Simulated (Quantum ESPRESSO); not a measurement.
## SiC2: Wannier functions under several settings

```
CELL_PARAMETERS angstrom
2.46491 0.00000 0.00000
-1.23245 2.13467 0.00000
0.00000 0.00000 7.12745
ATOMIC_POSITIONS crystal
Si 0.00000 0.00000 0.00000
C 0.33333 0.66667 0.50000
C 0.66667 0.33333 0.50000
```

The cell was built by a generator and needn't be a form met in nature.

All runs used Quantum ESPRESSO 7.5; potentials PseudoDojo 0.4.1 SR PBEsol standard; k mesh 10 × 10 × 3; given cell; no spin polarisation; cutoff 1116 eV; occupations fermi-dirac, width 0.05 eV.

```tsv
level	start	Wannier mesh	spread a function (Å²)	RMS miss of the bands (meV)
PBEsol	atomic projections with disentanglement	7 × 7 × 2	1.30	65
PBEsol	atomic projections with disentanglement, not minimised	7 × 7 × 2	?	?
PBEsol	SCDM with an erfc weight	7 × 7 × 2	3.37	99
```

Q: What stands in the row left open?

A: Spread a function 3.53 Å²; RMS miss of the bands 129 meV.

Caveats: the Wannier minimisation didn't converge (some runs).

For the row left open. Caveat: the k mesh is coarse.
